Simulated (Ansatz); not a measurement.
# GdAg2: magnetism under pressure and tension

Aim: scale the cell of GdAg2 and follow its moments, with and without spin polarisation. Methods of the runs shown: LAPW. Companion runs by PAW are cited. Its runs: free moments (LAPW); volume scaled by 0.86 (LAPW); volume scaled by 0.96 (LAPW); volume scaled by 1.1 (LAPW).

Computed with Ansatz 0.2.0 (DFT, PBEsol, all-electron LAPW, scalar-relativistic, unless a step's input says otherwise).

## Step 1: Starting point

It takes space group I4/mmm (No. 139, tetragonal). Conventional cell: a = 3.743 Å, b = 3.743 Å, c = 9.352 Å, α = 90.00°, β = 90.00°, γ = 90.00°. Gd (site symmetry 4/mmm) has 10 Ag at 3.06 to 3.10 Å as nearest neighbours. Around Ag (site symmetry 4mm) lie 5 Ag at 3.01 to 3.24 Å and 5 Gd at 3.06 to 3.10 Å.

Structure file:

```xyz
3
Lattice="-1.8715 1.8715 4.6760 1.8715 -1.8715 4.6760 1.8715 1.8715 -4.6760" Properties=species:S:1:pos:R:3 pbc="T T T"
Gd    0.0000    0.0000    0.0000
Ag    0.0000    0.0000    3.0581
Ag    0.0000    0.0000    6.2939
```

Atoms are numbered in the order of the input: Gd1, Ag2, Ag3.

## Step 2: Free moments, LAPW

input.yaml

```yaml
crystal:
  lattice:
    - [-1.8715, 1.8715, 4.676]
    - [1.8715, -1.8715, 4.676]
    - [1.8715, 1.8715, -4.676]
  atoms:
    - { symbol: Gd, position: [0.0, 0.0, 0.0], spin: 7.0 }
    - { symbol: Ag, position: [0.327, 0.327, 0.0] }
    - { symbol: Ag, position: [0.673, 0.673, 0.0] }
magnetization:
  spin_polarized: true
kpoints:
  mp_grid: { grid: [13, 13, 13] }
scf:
  occupations: { method: fermi_dirac, width: 0.05 }
hamiltonian:
  xc: pbesol
  pseudopotentials: { kind: all_electron, lapw: { basis_error: 0.001 } }
output:
  forces: true
  stress: true
  eigenvalues: false
  populations: true
```

Started as:

```bash
ansatz run input.yaml --threads 2 --pin off --max-ram 6144MiB --backend cpu --events-out ev --progress --plain --runs-dir out
```

What it wrote, shortened:

```text
settings of this run that can trade accuracy for cost: output.eigenvalues: false. Do not mix this run's numbers with those of runs without the same settings; the input reference describes each key
Gd: projections on atomic orbitals take those of the free atom 1s2 2s2 2p6 3s2 3p6 3d10 4s2 4p6 4d10 4f7 5s2 5p6 5d1 6s2, of charge +0.00 (hamiltonian.pseudopotentials.projection_atoms)
Ag: projections on atomic orbitals take those of the free atom 1s2 2s2 2p6 3s2 3p6 3d10 4s2 4p6 4d10 5s1, of charge +0.00 (hamiltonian.pseudopotentials.projection_atoms)
LAPW: plane waves up to 7.607 Å⁻¹, error target 1.0e-3 eV per atom; small_component_spin mean_spin; Ag in spheres of 1.499 Å, 19 of its electrons in bands, Dirac shells []; Gd in spheres of 1.559 Å, 34 of its electrons in bands, Dirac shells []
[...]
Pseudopotentials: kind: all_electron
Pseudopotential: Gd, LAPW, valence charge 34, Koelling and Harmon's equation, gaussian nucleus
Pseudopotential: Ag, LAPW, valence charge 19, Koelling and Harmon's equation, gaussian nucleus
Functional definition: PBEsol
[...]
Crystal: 3 atoms, lattice volume = 65.511 Å³
Basis set: ecut = 220.47065648163235 eV, 487 PW (Γ), FFT grids on a1+a3, a2+a3, a3, exchange–correlation at level 2
Bands: 48, of which v1, the nominal top of the filled ones, is band 36 counted from 1 (35 counted from 0)
Symmetry: 16 space group operations
[...]
SCF iter  13: F=-595765.931016 eV  HF=-595765.931016 eV  |F-HF|=3.40e-8  |Δ(HF+E_count)|=   1.98e-8  Δρ=1.92e-6 (↑6.87e-7 ↓1.92e-6)  dr2=7.63e-9  dr2_m=6.29e-10  M=7.107 μB ∫|m|=7.140 μB  ethr=1.21e-11  ⟨swp⟩=2.2  Hψ=54875  notcnv=0
[...]
SCF converged after 13 iterations
Magnetization: 7.1069 μB (39.5534 up, 32.4466 down)
Absolute magnetization: 7.1398 μB (∫|ρ↑−ρ↓|)
Spin contamination: 0.0183 ħ² per cell (⟨S²⟩ above its minimum at these occupations)
Per-site moments (μB) at R_I (Å): [(7.016383819062206, 1.5587079356415576), (0.004161575136812701, 1.4993960187891413), (0.004161575136812701, 1.4993960187891413)]
Free energy (F): -595765.931016 eV
[...]
E sigma→0 (E₀):  -595765.923903 eV
Entropy (-TS):   -0.014225 eV (-4.742 meV/atom)
Fermi energy:    16.966307 eV
[...]
--- Forces (eV/Å), atoms counted from 1 ---
  atom   1  Gd    -0.00000000     0.00000000     0.00000000
  atom   2  Ag    -0.00000000     0.00000000     0.00638718
  atom   3  Ag     0.00000000     0.00000000    -0.00638718
[...]
--- Stress (GPa, compression-positive) ---
       -2.889158       0.000000       0.000000
        0.000000      -2.889158       0.000000
        0.000000       0.000000      -3.191518
  P = ⅓ Tr σ = -2.9899 GPa (-29.899 kbar)
--- Löwdin populations: 3 sites ---
  site symbol       q [e]    m [muB]
     0     Gd     64.2602     7.1319
     1     Ag     46.7157    -0.0182
     2     Ag     46.7157    -0.0182
  spilling = 0.001952 (of n_electrons = 158.000000)
settings of this run that can trade accuracy for cost: output.eigenvalues: false. Do not mix this run's numbers with those of runs without the same settings; the input reference describes each key
```

It took 3.5 min on 2 threads of Arm Neoverse V1, shared host; peak memory 1.9 GiB.

Result: total moment 7.11 μB; site moments Gd1 7.02, Ag2 0.00, Ag3 0.00 μB; pressure -2.99 GPa.

## Step 3: Volume scaled by 0.86, LAPW

input.yaml: that of step 2 with these lines changed.

```diff
@@ -2,5 +2,5 @@
   lattice:
-    - [-1.8715, 1.8715, 4.676]
-    - [1.8715, -1.8715, 4.676]
-    - [1.8715, 1.8715, -4.676]
+    - [-1.779737625, 1.779737625, 4.4467288992]
+    - [1.779737625, -1.779737625, 4.4467288992]
+    - [1.779737625, 1.779737625, -4.4467288992]
   atoms:
```

Started as:

```bash
ansatz run input.yaml --threads 2 --pin off --max-ram 6144MiB --backend cpu --events-out ev --progress --plain --runs-dir out
```

What it wrote:

```text
settings of this run that can trade accuracy for cost: output.eigenvalues: false. Do not mix this run's numbers with those of runs without the same settings; the input reference describes each key
Gd: projections on atomic orbitals take those of the free atom 1s2 2s2 2p6 3s2 3p6 3d10 4s2 4p6 4d10 4f7 5s2 5p6 5d1 6s2, of charge +0.00 (hamiltonian.pseudopotentials.projection_atoms)
Ag: projections on atomic orbitals take those of the free atom 1s2 2s2 2p6 3s2 3p6 3d10 4s2 4p6 4d10 5s1, of charge +0.00 (hamiltonian.pseudopotentials.projection_atoms)
LAPW: plane waves up to 8.082 Å⁻¹, error target 1.0e-3 eV per atom; small_component_spin mean_spin; Ag in spheres of 1.423 Å, 19 of its electrons in bands, Dirac shells []; Gd in spheres of 1.485 Å, 34 of its electrons in bands, Dirac shells []
Engine: ansatz 0.2.0
[... 4 set-up lines as earlier in the session ...]
  exchange = pbesol_x
  correlation = pbesol_c
Crystal: 3 atoms, lattice volume = 56.339 Å³
Basis set: ecut = 248.86804108597494 eV, 527 PW (Γ), FFT grids on a1+a3, a2+a3, a3, exchange–correlation at level 2
Bands: 48, of which v1, the nominal top of the filled ones, is band 36 counted from 1 (35 counted from 0)
[... 1 set-up line as earlier in the session ...]
Space group: I4/mmm (ITA 139), of the structure as read, at distance tolerance 3.8e-5 Å
Magnetic group: BNS 139.531 (UNI 1191), of the structure as read, at distance tolerance 3.8e-5 Å
k-points: 196 of 2197
Non-local potential: Gd, projectors of the file, none
Non-local potential: Ag, projectors of the file, none
Initial density: superposition of atomic densities (chi_scale 0.1, normalization cell, long waves kept (reshape's long-wave potential 0.00 eV rms))
Starting moments: Σ|m| = 7 μB on 1 of 3 sites
Initial wavefunctions: plane waves of lowest kinetic energy (no species holds an atomic orbital)
Functional: x = pbesol(κ = 0.804, μ = 0.12345679012345678), c = pbesol(β = 0.046)
iter 1 solved again at ethr=2.94e-3 eV; its pass at ethr=1.00e-1 eV (dr2=2.12e0 eV) is discarded
SCF iter   1: F=—  HF=-595767.626937 eV  |F-HF|=—  |Δ(HF+E_count)|=         —  Δρ=2.19e-2 (↑2.19e-2 ↓2.01e-2)  dr2=2.12e0  dr2_m=2.25e-3  M=7.156 μB ∫|m|=7.182 μB  β_m=0.30  ethr=2.94e-3  ⟨swp⟩=2.0  Hψ=123501  notcnv=0
Mixer restart at iter 1: flushing history
preconditioner: auto → Kerker (q_TF=auto, 2.842 Å⁻¹)  [metal: Δε(μ)=0.004 eV  Ē_g=10.786 eV  σ=0.050 eV  W_gap=0.02  n_scr=24 (ndim 8)  ℏωp=30.5 eV  f_vac=0.000  D(μ)=1.50/eV (n_scr^D=10)]
spin=Collinear: Kerker preconditioning applied to the charge; magnetization (m = ρ↑ − ρ↓) channel mixes plain (no charge-response kernel on spin).
iter 2 solved again at ethr=1.62e-4 eV; its pass at ethr=2.94e-3 eV (dr2=1.17e-1 eV) is discarded
SCF iter   2: F=—  HF=-595765.783719 eV  |F-HF|=—  |Δ(HF+E_count)|=    1.84e0  Δρ=6.01e-3 (↑5.88e-3 ↓6.01e-3)  dr2=1.17e-1  dr2_m=1.08e-3  M=7.160 μB ∫|m|=7.178 μB  β_m=0.29  ethr=1.62e-4  ⟨swp⟩=2.0  Hψ=93626  notcnv=0
SCF iter   3: F=—  HF=-595765.731303 eV  |F-HF|=—  |Δ(HF+E_count)|=         —  Δρ=5.23e-3 (↑5.23e-3 ↓5.07e-3)  dr2=9.90e-2  dr2_m=5.48e-4  M=7.158 μB ∫|m|=7.178 μB  β_m=0.53  ethr=1.62e-4  ⟨swp⟩=2.0  Hψ=55364  notcnv=0
the basis was enlarged: its passes take 935.4 KiB over the memory plan, 2 of 2 planned eigensolver slots
SCF iter   4: F=—  HF=-595765.728668 eV  |F-HF|=—  |Δ(HF+E_count)|=   2.64e-3  Δρ=2.44e-3 (↑2.44e-3 ↓2.36e-3)  dr2=2.42e-2  dr2_m=2.15e-5  M=7.150 μB ∫|m|=7.173 μB  β_m=0.48  ethr=1.37e-4  ⟨swp⟩=2.0  Hψ=54541  notcnv=0
SCF iter   5: F=—  HF=-595765.725887 eV  |F-HF|=—  |Δ(HF+E_count)|=   2.78e-3  Δρ=1.48e-3 (↑1.46e-3 ↓1.48e-3)  dr2=1.05e-2  dr2_m=2.77e-5  M=7.141 μB ∫|m|=7.164 μB  β_m=0.74  ethr=3.36e-5  ⟨swp⟩=2.0  Hψ=53952  notcnv=0
SCF iter   6: F=—  HF=-595765.730630 eV  |F-HF|=—  |Δ(HF+E_count)|=   4.74e-3  Δρ=4.72e-4 (↑4.58e-4 ↓4.72e-4)  dr2=1.08e-3  dr2_m=3.64e-6  M=7.130 μB ∫|m|=7.153 μB  β_m=0.73  ethr=1.46e-5  ⟨swp⟩=2.0  Hψ=54059  notcnv=0
SCF iter   7: F=—  HF=-595765.729714 eV  |F-HF|=—  |Δ(HF+E_count)|=   9.15e-4  Δρ=1.06e-4 (↑1.06e-4 ↓1.04e-4)  dr2=3.28e-5  dr2_m=1.86e-7  M=7.123 μB ∫|m|=7.146 μB  β_m=0.82  ethr=1.50e-6  ⟨swp⟩=2.0  Hψ=54139  notcnv=0
SCF iter   8: F=—  HF=-595765.729734 eV  |F-HF|=—  |Δ(HF+E_count)|=   1.99e-5  Δρ=6.27e-5 (↑6.07e-5 ↓6.27e-5)  dr2=2.22e-5  dr2_m=2.90e-8  M=7.122 μB ∫|m|=7.145 μB  β_m=0.91  ethr=4.55e-8  ⟨swp⟩=2.1  Hψ=54182  notcnv=0
SCF iter   9: F=—  HF=-595765.729738 eV  |F-HF|=—  |Δ(HF+E_count)|=   3.64e-6  Δρ=1.94e-5 (↑1.94e-5 ↓1.36e-5)  dr2=1.77e-6  dr2_m=1.43e-8  M=7.122 μB ∫|m|=7.145 μB  β_m=0.89  ethr=3.08e-8  ⟨swp⟩=2.0  Hψ=54145  notcnv=0
SCF iter  10: F=—  HF=-595765.729738 eV  |F-HF|=—  |Δ(HF+E_count)|=   5.70e-7  Δρ=6.79e-6 (↑6.79e-6 ↓5.19e-6)  dr2=8.20e-8  dr2_m=4.01e-9  M=7.123 μB ∫|m|=7.145 μB  β_m=0.87  ethr=2.46e-9  ⟨swp⟩=2.0  Hψ=54144  notcnv=0
SCF iter  11: F=—  HF=-595765.729739 eV  |F-HF|=—  |Δ(HF+E_count)|=   9.59e-8  Δρ=2.57e-6 (↑2.57e-6 ↓2.37e-6)  dr2=1.37e-8  dr2_m=1.85e-10  M=7.123 μB ∫|m|=7.146 μB  β_m=0.85  ethr=1.14e-10  ⟨swp⟩=2.0  Hψ=54144  notcnv=0
SCF iter  12: F=-595765.729739 eV  HF=-595765.729739 eV  |F-HF|=1.51e-9  |Δ(HF+E_count)|=   5.24e-9  Δρ=7.77e-7 (↑7.32e-7 ↓7.77e-7)  dr2=6.15e-10  dr2_m=1.04e-10  M=7.123 μB ∫|m|=7.146 μB  ethr=1.90e-11  ⟨swp⟩=2.2  Hψ=54236  notcnv=0
SCF 1 converged in 12 iterations: F = -595765.729739 eV  dr2 = 6.15e-10
SCF converged after 12 iterations
Magnetization: 7.1227 μB (39.5614 up, 32.4386 down)
Absolute magnetization: 7.1455 μB (∫|ρ↑−ρ↓|)
Spin contamination: 0.0152 ħ² per cell (⟨S²⟩ above its minimum at these occupations)
Per-site moments (μB) at R_I (Å): [(7.017838831405214, 1.4852918254218723), (0.00888062870947337, 1.4228688313199562), (0.00888062870947337, 1.4228688313199562)]
Free energy (F): -595765.729739 eV
Harris-Foulkes:  -595765.729739 eV  (|F-HF|=1.51e-9)
Internal energy: -595765.718496 eV  (E = F + TS)
E sigma→0 (E₀):  -595765.724117 eV
Entropy (-TS):   -0.011243 eV (-3.748 meV/atom)
Fermi energy:    20.326926 eV
--- Per-component energies (eV) ---
  E_band       = -2958.747797
  E_kinetic    = 635576.432175
  E_xc         = -14696.712168
  E_electrostatic = -1216645.438503  (all electrons and nuclei)
  E_smearing   = -0.011243  (= −TS)
  E_closure    = 0.000000  (closes the sum)
  E_atoms      = -595744.027266  (free atoms, spherical and without spin; not in F)
  Σ components = -595765.729739   (vs F -595765.729739, Δ=0.00e0)
  Basis errors (estimates in eV, not in F): energy 2.8e-4 per atom: plane waves 2.2e-4 (1.2e-4 summed), levels above the bands 9.0e-80, relativity 8.6e-8, radial functions 5.3e-5, core shells 1.0e-6; eigenvalues (radial functions only) 1.1e-6; not estimated: angular momenta, meshes, grids; target (lapw.basis_error) 1.0e-3; muffin-tin radii Ag 1.423 Å, Gd 1.485 Å
--- Forces (eV/Å), atoms counted from 1 ---
  atom   1  Gd    -0.00000000     0.00000000     0.00000000
  atom   2  Ag     0.00000000    -0.00000000    -0.01928065
  atom   3  Ag     0.00000000    -0.00000000     0.01928065
  max |Σ_I F_I| component: 2.08e-17 eV/Å
--- Stress (GPa, compression-positive) ---
       11.706863       0.000000       0.000000
        0.000000      11.706863      -0.000000
        0.000000      -0.000000      13.259223
  P = ⅓ Tr σ = 12.2243 GPa (122.243 kbar)
--- Löwdin populations: 3 sites ---
  site symbol       q [e]    m [muB]
     0     Gd     64.4763     7.1371
     1     Ag     46.6182    -0.0110
     2     Ag     46.6182    -0.0110
  spilling = 0.001818 (of n_electrons = 158.000000)
settings of this run that can trade accuracy for cost: output.eigenvalues: false. Do not mix this run's numbers with those of runs without the same settings; the input reference describes each key
```

Wall time 3.2 min (2 threads of Arm Neoverse V1, shared host); peak memory 2 GiB.

Result: total moment 7.12 μB; site moments Gd1 7.02, Ag2 0.01, Ag3 0.01 μB; pressure 12.22 GPa.

## Step 4: Volume scaled by 0.96, LAPW

input.yaml: that of step 3 with these lines changed.

```diff
@@ -2,5 +2,5 @@
   lattice:
-    - [-1.779737625, 1.779737625, 4.4467288992]
-    - [1.779737625, -1.779737625, 4.4467288992]
-    - [1.779737625, 1.779737625, -4.4467288992]
+    - [-1.8462063588, 1.8462063588, 4.6128030638]
+    - [1.8462063588, -1.8462063588, 4.6128030638]
+    - [1.8462063588, 1.8462063588, -4.6128030638]
   atoms:
```

Started as:

```bash
ansatz run input.yaml --threads 2 --pin off --max-ram 6144MiB --backend cpu --events-out ev --progress --plain --runs-dir out
```

What it wrote:

```text
settings of this run that can trade accuracy for cost: output.eigenvalues: false. Do not mix this run's numbers with those of runs without the same settings; the input reference describes each key
Gd: projections on atomic orbitals take those of the free atom 1s2 2s2 2p6 3s2 3p6 3d10 4s2 4p6 4d10 4f7 5s2 5p6 5d1 6s2, of charge +0.00 (hamiltonian.pseudopotentials.projection_atoms)
Ag: projections on atomic orbitals take those of the free atom 1s2 2s2 2p6 3s2 3p6 3d10 4s2 4p6 4d10 5s1, of charge +0.00 (hamiltonian.pseudopotentials.projection_atoms)
LAPW: plane waves up to 7.733 Å⁻¹, error target 1.0e-3 eV per atom; small_component_spin mean_spin; Ag in spheres of 1.478 Å, 19 of its electrons in bands, Dirac shells []; Gd in spheres of 1.539 Å, 34 of its electrons in bands, Dirac shells []
[... 7 set-up lines as earlier in the session ...]
Crystal: 3 atoms, lattice volume = 62.891 Å³
Basis set: ecut = 227.85607159940503 eV, 511 PW (Γ), FFT grids on a1+a3, a2+a3, a3, exchange–correlation at level 2
Bands: 48, of which v1, the nominal top of the filled ones, is band 36 counted from 1 (35 counted from 0)
[... 1 set-up line as earlier in the session ...]
Space group: I4/mmm (ITA 139), of the structure as read, at distance tolerance 4.0e-5 Å
Magnetic group: BNS 139.531 (UNI 1191), of the structure as read, at distance tolerance 4.0e-5 Å
k-points: 196 of 2197
[... 3 set-up lines as earlier in the session ...]
Starting moments: Σ|m| = 7 μB on 1 of 3 sites
[... 2 set-up lines as earlier in the session ...]
iter 1 solved again at ethr=1.81e-3 eV; its pass at ethr=1.00e-1 eV (dr2=1.30e0 eV) is discarded
SCF iter   1: F=—  HF=-595767.420433 eV  |F-HF|=—  |Δ(HF+E_count)|=         —  Δρ=1.68e-2 (↑1.68e-2 ↓1.49e-2)  dr2=1.30e0  dr2_m=2.59e-3  M=7.162 μB ∫|m|=7.202 μB  β_m=0.30  ethr=1.81e-3  ⟨swp⟩=2.0  Hψ=121532  notcnv=0
Mixer restart at iter 1: flushing history
preconditioner: auto → Kerker (q_TF=auto, 2.791 Å⁻¹)  [metal: Δε(μ)=0.003 eV  Ē_g=10.265 eV  σ=0.050 eV  W_gap=0.01  n_scr=32 (ndim 8)  ℏωp=28.9 eV  f_vac=0.000  D(μ)=1.47/eV (n_scr^D=10)]
spin=Collinear: Kerker preconditioning applied to the charge; magnetization (m = ρ↑ − ρ↓) channel mixes plain (no charge-response kernel on spin).
iter 2 solved again at ethr=1.28e-4 eV; its pass at ethr=1.81e-3 eV (dr2=9.22e-2 eV) is discarded
SCF iter   2: F=—  HF=-595765.960331 eV  |F-HF|=—  |Δ(HF+E_count)|=    1.46e0  Δρ=5.53e-3 (↑4.85e-3 ↓5.53e-3)  dr2=9.22e-2  dr2_m=1.09e-3  M=7.165 μB ∫|m|=7.190 μB  β_m=0.29  ethr=1.28e-4  ⟨swp⟩=2.0  Hψ=95850  notcnv=0
SCF iter   3: F=—  HF=-595765.919409 eV  |F-HF|=—  |Δ(HF+E_count)|=         —  Δρ=4.48e-3 (↑4.25e-3 ↓4.48e-3)  dr2=6.59e-2  dr2_m=5.85e-4  M=7.165 μB ∫|m|=7.192 μB  β_m=0.56  ethr=1.28e-4  ⟨swp⟩=2.0  Hψ=55274  notcnv=0
the basis was enlarged: its passes take 776.1 KiB over the memory plan, 2 of 2 planned eigensolver slots
SCF iter   4: F=—  HF=-595765.941727 eV  |F-HF|=—  |Δ(HF+E_count)|=   2.23e-2  Δρ=1.77e-3 (↑1.77e-3 ↓1.67e-3)  dr2=1.22e-2  dr2_m=2.40e-5  M=7.152 μB ∫|m|=7.183 μB  β_m=0.54  ethr=9.15e-5  ⟨swp⟩=2.0  Hψ=55000  notcnv=0
SCF iter   5: F=—  HF=-595765.945076 eV  |F-HF|=—  |Δ(HF+E_count)|=   3.35e-3  Δρ=1.28e-3 (↑1.28e-3 ↓1.19e-3)  dr2=6.46e-3  dr2_m=3.70e-5  M=7.143 μB ∫|m|=7.174 μB  β_m=0.77  ethr=1.69e-5  ⟨swp⟩=2.0  Hψ=54234  notcnv=0
SCF iter   6: F=—  HF=-595765.954471 eV  |F-HF|=—  |Δ(HF+E_count)|=   9.39e-3  Δρ=6.87e-4 (↑6.87e-4 ↓6.16e-4)  dr2=1.75e-3  dr2_m=1.17e-5  M=7.132 μB ∫|m|=7.163 μB  β_m=0.88  ethr=8.98e-6  ⟨swp⟩=2.0  Hψ=53655  notcnv=0
SCF iter   7: F=—  HF=-595765.955793 eV  |F-HF|=—  |Δ(HF+E_count)|=   1.32e-3  Δρ=6.99e-5 (↑6.88e-5 ↓6.99e-5)  dr2=7.88e-6  dr2_m=6.91e-7  M=7.115 μB ∫|m|=7.146 μB  β_m=0.84  ethr=2.43e-6  ⟨swp⟩=2.1  Hψ=54316  notcnv=0
SCF iter   8: F=—  HF=-595765.955785 eV  |F-HF|=—  |Δ(HF+E_count)|=   8.57e-6  Δρ=4.40e-5 (↑2.45e-5 ↓4.40e-5)  dr2=3.28e-6  dr2_m=2.57e-7  M=7.113 μB ∫|m|=7.144 μB  β_m=0.92  ethr=1.09e-8  ⟨swp⟩=3.2  Hψ=56255  notcnv=0
SCF iter   9: F=—  HF=-595765.955797 eV  |F-HF|=—  |Δ(HF+E_count)|=   1.25e-5  Δρ=1.36e-5 (↑7.92e-6 ↓1.36e-5)  dr2=7.74e-7  dr2_m=1.05e-8  M=7.112 μB ∫|m|=7.143 μB  β_m=0.96  ethr=4.56e-9  ⟨swp⟩=2.2  Hψ=54477  notcnv=0
SCF iter  10: F=—  HF=-595765.955799 eV  |F-HF|=—  |Δ(HF+E_count)|=   1.19e-6  Δρ=5.67e-6 (↑5.37e-6 ↓5.67e-6)  dr2=1.59e-7  dr2_m=1.54e-10  M=7.111 μB ∫|m|=7.142 μB  β_m=0.95  ethr=1.07e-9  ⟨swp⟩=2.0  Hψ=54397  notcnv=0
SCF iter  11: F=—  HF=-595765.955799 eV  |F-HF|=—  |Δ(HF+E_count)|=   4.81e-8  Δρ=2.88e-6 (↑2.60e-6 ↓2.88e-6)  dr2=5.12e-8  dr2_m=4.88e-11  M=7.111 μB ∫|m|=7.142 μB  β_m=0.91  ethr=2.21e-10  ⟨swp⟩=2.0  Hψ=54393  notcnv=0
SCF iter  12: F=—  HF=-595765.955799 eV  |F-HF|=—  |Δ(HF+E_count)|=   4.77e-9  Δρ=2.24e-6 (↑1.38e-6 ↓2.24e-6)  dr2=1.71e-9  dr2_m=1.58e-9  M=7.111 μB ∫|m|=7.142 μB  β_m=0.96  ethr=7.11e-11  ⟨swp⟩=2.0  Hψ=54385  notcnv=0
SCF iter  13: F=-595765.955799 eV  HF=-595765.955799 eV  |F-HF|=1.16e-9  |Δ(HF+E_count)|=   1.08e-8  Δρ=4.90e-7 (↑4.90e-7 ↓4.05e-7)  dr2=7.51e-10  dr2_m=3.52e-11  M=7.111 μB ∫|m|=7.142 μB  ethr=8.00e-12 (applied; sched 2.38e-12)  ⟨swp⟩=2.0  Hψ=54389  notcnv=0
SCF 1 converged in 13 iterations: F = -595765.955799 eV  dr2 = 7.51e-10
SCF converged after 13 iterations
Magnetization: 7.1114 μB (39.5557 up, 32.4443 down)
Absolute magnetization: 7.1421 μB (∫|ρ↑−ρ↓|)
Spin contamination: 0.0172 ħ² per cell (⟨S²⟩ above its minimum at these occupations)
Per-site moments (μB) at R_I (Å): [(7.018912644482651, 1.5385107766404154), (0.0049591463163594085, 1.4782623821313612), (0.0049591463163594085, 1.4782623821313612)]
Free energy (F): -595765.955799 eV
Harris-Foulkes:  -595765.955799 eV  (|F-HF|=1.16e-9)
Internal energy: -595765.942824 eV  (E = F + TS)
E sigma→0 (E₀):  -595765.949311 eV
Entropy (-TS):   -0.012974 eV (-4.325 meV/atom)
Fermi energy:    17.823681 eV
--- Per-component energies (eV) ---
  E_band       = -3130.220754
  E_kinetic    = 635563.560998
  E_xc         = -14693.892868
  E_electrostatic = -1216635.610954  (all electrons and nuclei)
  E_smearing   = -0.012974  (= −TS)
  E_closure    = 0.000000  (closes the sum)
  E_atoms      = -595744.027266  (free atoms, spherical and without spin; not in F)
  Σ components = -595765.955799   (vs F -595765.955799, Δ=0.00e0)
  Basis errors (estimates in eV, not in F): energy 2.8e-4 per atom: plane waves 2.2e-4 (1.1e-4 summed), levels above the bands 5.4e-72, relativity 9.3e-8, radial functions 5.6e-5, core shells 3.6e-7; eigenvalues (radial functions only) 1.0e-6; not estimated: angular momenta, meshes, grids; target (lapw.basis_error) 1.0e-3; muffin-tin radii Ag 1.478 Å, Gd 1.539 Å
--- Forces (eV/Å), atoms counted from 1 ---
  atom   1  Gd     0.00000000     0.00000000     0.00000000
  atom   2  Ag    -0.00000000     0.00000000    -0.00351423
  atom   3  Ag     0.00000000     0.00000000     0.00351423
  max |Σ_I F_I| component: 2.08e-17 eV/Å
--- Stress (GPa, compression-positive) ---
        0.079351      -0.000000       0.000000
       -0.000000       0.079351      -0.000000
        0.000000      -0.000000       0.120588
  P = ⅓ Tr σ = 0.0931 GPa (0.931 kbar)
--- Löwdin populations: 3 sites ---
  site symbol       q [e]    m [muB]
     0     Gd     64.3167     7.1342
     1     Ag     46.6899    -0.0164
     2     Ag     46.6899    -0.0164
  spilling = 0.001921 (of n_electrons = 158.000000)
settings of this run that can trade accuracy for cost: output.eigenvalues: false. Do not mix this run's numbers with those of runs without the same settings; the input reference describes each key
```

Wall time 3.4 min (2 threads of Arm Neoverse V1, shared host); peak memory 2 GiB.

In short: total moment 7.11 μB; site moments Gd1 7.02, Ag2 0.00, Ag3 0.00 μB; pressure 0.09 GPa.

[end of part 1 of 2]
